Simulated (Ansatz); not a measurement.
# CH4ClFOSi: one species, many methods

How much do the methods differ for CH4ClFOSi? The plan is to run it at one geometry with functionals of several rungs and with coupled cluster. The yardstick is the atomisation energy at the CCSD(T) limit.

The runs use Ansatz 0.2.0, Gaussian basis; functionals in def2-TZVPP, the program's frozen cores in correlated methods.

Plan: LDA (SPW92), PBE-D4, revPBE-D4, BLYP-D4, r2SCAN-D4, B97M-V, PBE0-D4, B3LYP-D4, r2SCANh-D4, r2SCAN0-D4, HSE06-D4, BHLYP-D4, CAM-B3LYP-D4, LC-ωPBE, ωB97X-V, ωB97M-V, B2PLYP, PBE-QIDH; CCSD(T)/def2-SVP; CCSD(T)/def2-TZVPP; MP2/def2-QZVPP; extrapolation to the limit; RPA on PBE.

## 1. Structure used throughout

All runs share one geometry, relaxed beforehand with PBE0-D4 in a triple-zeta def2 set.

SMILES `O[SiH](F)CCl`, 9 atoms, charge 0, spin multiplicity 1.

Atoms are counted from 1 here; the program's logs count them from 0.

Bond lengths: O1–Si2 1.624 Å, O1–H6 0.961 Å, Si2–F3 1.594 Å, Si2–C4 1.874 Å, Si2–H7 1.475 Å, C4–Cl5 1.791 Å, C4–H8 1.091 Å, C4–H9 1.090 Å. Angles: Si2–O1–H6 116.8°, O1–Si2–F3 111.4°, O1–Si2–C4 110.8°, O1–Si2–H7 107.5°, F3–Si2–C4 106.7°, F3–Si2–H7 107.9°, C4–Si2–H7 112.5°, Si2–C4–Cl5 108.8°, Si2–C4–H8 111.9°, Si2–C4–H9 112.5°, Cl5–C4–H8 107.4°, Cl5–C4–H9 107.5°, H8–C4–H9 108.6°.

## 2. LDA

This LDA is Slater exchange with PW92 correlation.

Contents of in.yaml:

```yaml
crystal:
  periodic: [false, false, false]
  atoms:
    - {symbol: O, position_ang: [-0.446267, 1.074390, 1.418001]}
    - {symbol: Si, position_ang: [0.616218, 0.174442, 0.581666]}
    - {symbol: F, position_ang: [1.723240, 1.082461, -0.118659]}
    - {symbol: C, position_ang: [-0.246490, -0.774433, -0.784604]}
    - {symbol: Cl, position_ang: [-1.336704, 0.342190, -1.662499]}
    - {symbol: H, position_ang: [-1.113049, 1.542340, 0.908617]}
    - {symbol: H, position_ang: [1.298721, -0.713351, 1.542193]}
    - {symbol: H, position_ang: [-0.860142, -1.585597, -0.390571]}
    - {symbol: H, position_ang: [0.452972, -1.188742, -1.511243]}
basis:
  gaussian: {orbitals: def2-TZVPP}
hamiltonian: {xc: lda}
output: {orbitals: {seedname: orbitals}}
```

Further steps of the session: PBE-D4 (GGA); revPBE-D4 (GGA); BLYP-D4 (GGA); r2SCAN-D4 (meta-GGA); B97M-V (meta-GGA); PBE0-D4 (hybrid); B3LYP-D4 (hybrid); r2SCANh-D4 (hybrid); r2SCAN0-D4 (hybrid); HSE06-D4 (hybrid); BHLYP-D4 (hybrid); CAM-B3LYP-D4 (range-separated); LC-ωPBE (range-separated); ωB97X-V (range-separated); ωB97M-V (range-separated); B2PLYP (double hybrid); PBE-QIDH (double hybrid); CCSD(T) in def2-SVP; CCSD(T) in def2-TZVPP; MP2 in def2-QZVPP; RPA on PBE orbitals.

**Question.** What will the summary of the whole plan be? Wanted: atomisation energy, CCSD(T)/CBS; farthest beyond LDA; mean size of error, GGA; mean size of error, meta-GGA; mean size of error, hybrid; mean size of error, range-separated; mean size of error, double hybrid; gap, smallest and largest; T1 diagnostic.

As calculated:

| quantity | value |
| --- | --- |
| atomisation energy, CCSD(T)/CBS | 810.7 kcal/mol |
| functionals within 4.1 kcal/mol (0.5 %) | r2SCAN-D4, B97M-V, CAM-B3LYP-D4, ωB97X-V, ωB97M-V |
| farthest beyond LDA | BHLYP-D4 (-33.6 kcal/mol) |
| mean size of error, GGA | 10.5 kcal/mol |
| mean size of error, meta-GGA | 2.7 kcal/mol |
| mean size of error, hybrid | 14.4 kcal/mol |
| mean size of error, range-separated | 3.7 kcal/mol |
| mean size of error, double hybrid | 12.7 kcal/mol |
| gap, smallest and largest | 5.78 eV (LDA (SPW92)), 13.45 eV (LC-ωPBE) |
| T1 diagnostic | 0.0108 |
| triples share of the correlation energy | 3.5 % |

In words: LDA overbinds by 113.7 kcal/mol (14 %). PBE-D4 is off by +6.5 kcal/mol. Double hybrids carry the basis error of their MP2 part in triple zeta, and no dispersion term here, so their miss is partly the set-up's. The rungs meta-GGA, range-separated miss on average by less than the doubt on the reference (4.1 kcal/mol), so they tie. The reference freezes the cores and leaves out relativity and excitations past (T), so misses under about 4.1 kcal/mol can't be ranked. Hartree-Fock recovers 73 % of the binding; the rest is correlation. CCSD(T) in def2-SVP is off by -65.5 kcal/mol, worse than the median functional, from the basis alone. Orbital gaps span 5.8 to 13.4 eV; exact exchange widens them.
